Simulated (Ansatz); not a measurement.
FH4ISi2, SMILES F[SiH]([SiH3])I, harmonic frequencies at the relaxed geometry

Computed with Ansatz 0.2.0 through its Python package.

The cells in order, each with its output:

**Cell 1**
```python
import warnings

import ansatz as az
from ase import Atoms
from ase.thermochemistry import IdealGasThermo
import numpy as np

warnings.simplefilter("ignore", az.DeckWarning)
```

**Cell 2**
```python
geometry = (
    az.Crystal.molecule()
    .atom("F", [-1.1792, 1.8635, 0.3046])
    .atom("Si", [-0.378, 0.8682, -0.5874])
    .atom("Si", [0.4773, -0.7964, 0.7186])
    .atom("I", [-1.7757, -0.0739, -2.304])
    .atom("H", [0.7108, 1.6169, -1.294])
    .atom("H", [1.4212, -0.2254, 1.7699])
    .atom("H", [1.3323, -1.7525, -0.083])
    .atom("H", [-0.5165, -1.5574, 1.4196])
)
```

**Cell 3**
```python
base = geometry.calculation().basis(gaussian="def2-SVP").functional("pbe0")
symbols = [site.symbol for site in geometry.cartesian_sites]
start = np.array([site.position_ang for site in geometry.cartesian_sites], dtype=float)
report = base.relax(force_tolerance=0.003).run().report
end = np.array(report["positions_ang"])
```

**Cell 4**
```python
print("final positions (A) and the move of each atom")
for symbol, xyz, old in zip(symbols, end, start):
    print(f"{symbol:2s} {xyz[0]:10.5f} {xyz[1]:10.5f} {xyz[2]:10.5f}   {np.linalg.norm(xyz - old):7.4f}")
```
Output:
```text
final positions (A) and the move of each atom
F    -1.18662    1.90272    0.31124    0.0405
Si   -0.31916    0.87454   -0.60335    0.0613
Si    0.54327   -0.82705    0.75497    0.0813
I    -1.80414   -0.12822   -2.26809    0.0711
H     0.69287    1.67989   -1.34096    0.0806
H     1.41666   -0.24506    1.81884    0.0529
H     1.34435   -1.74886   -0.10478    0.0252
H    -0.59502   -1.56495    1.37642    0.0899
```

**Cell 5**
```python
# frequencies need a stationary point, so they are taken at the relaxed geometry
minimum = az.Crystal.molecule()
for symbol, xyz in zip(symbols, end):
    minimum = minimum.atom(symbol, xyz.tolist())
vibrating = minimum.calculation()
vibrating = vibrating.basis(gaussian="def2-SVP")
vibrating = vibrating.functional("pbe0")
vibrating = vibrating.phonons(temperatures=(100, 500, 100))
vib = vibrating.run().report["vibrations"]
sums = vib["harmonic_sums"]
modes = [m["omega_inv_cm"] for m in sums["modes_at_gamma"] if m["rigid_motion"] == "no"]
for number, w in enumerate(modes, start=1):
    print(f"mode {number:2d} {w:9.1f} 1/cm {w / 8065.544 * 1000:8.2f} meV")
print("imaginary modes:", sum(w < 0 for w in modes), " zero-point energy:", round(sums["zero_point_energy_ev"], 4), "eV")
# rigid rotor and ideal gas, symmetry number taken as one
gas = IdealGasThermo(vib_energies=[w / 8065.544 for w in modes if w > 0], geometry="linear" if len(modes) == 3 * len(symbols) - 5 else "nonlinear",
                     atoms=Atoms(symbols, positions=end), symmetrynumber=1, spin=0.0)
print(f"H(298 K) - E = {gas.get_enthalpy(298.15, verbose=False):.4f} eV")
print(f"S(298 K, 1 bar) = {96485.33 * gas.get_entropy(298.15, 1e5, verbose=False):.1f} J/(mol K) with symmetry number 1")
```
Output:
```text
mode  1      88.2 1/cm    10.94 meV
mode  2     107.5 1/cm    13.33 meV
mode  3     167.7 1/cm    20.79 meV
mode  4     190.6 1/cm    23.64 meV
mode  5     340.3 1/cm    42.19 meV
mode  6     447.6 1/cm    55.49 meV
mode  7     509.4 1/cm    63.16 meV
mode  8     525.0 1/cm    65.10 meV
mode  9     737.6 1/cm    91.45 meV
mode 10     807.3 1/cm   100.09 meV
mode 11     858.7 1/cm   106.47 meV
mode 12     899.0 1/cm   111.47 meV
mode 13     924.9 1/cm   114.68 meV
mode 14     928.3 1/cm   115.09 meV
mode 15    2229.3 1/cm   276.40 meV
mode 16    2243.9 1/cm   278.21 meV
mode 17    2250.8 1/cm   279.07 meV
mode 18    2256.3 1/cm   279.75 meV
imaginary modes: 0  zero-point energy: 1.0237 eV
H(298 K) - E = 1.2385 eV
S(298 K, 1 bar) = 363.5 J/(mol K) with symmetry number 1
```

Notes:
- These settings explore the input space; basis and method may be short of convergence.
- The frequencies are harmonic and unscaled, in a modest basis. The result belongs to the one conformer reached from this start, and soft torsions count as harmonic oscillators.
- def2 sets replace the cores of elements past krypton by effective core potentials.
- The entropy takes a symmetry number of 1; a symmetric molecule's is lower by R ln(sigma).
- Finished in 3.2 min on 1 thread of Intel(R) Xeon(R) Platinum 8375C CPU @ 2.90GHz (Ice Lake) (shared host), peak memory 0.35 GiB.

(Lines on the test bed's own set-up are left out of the output.)
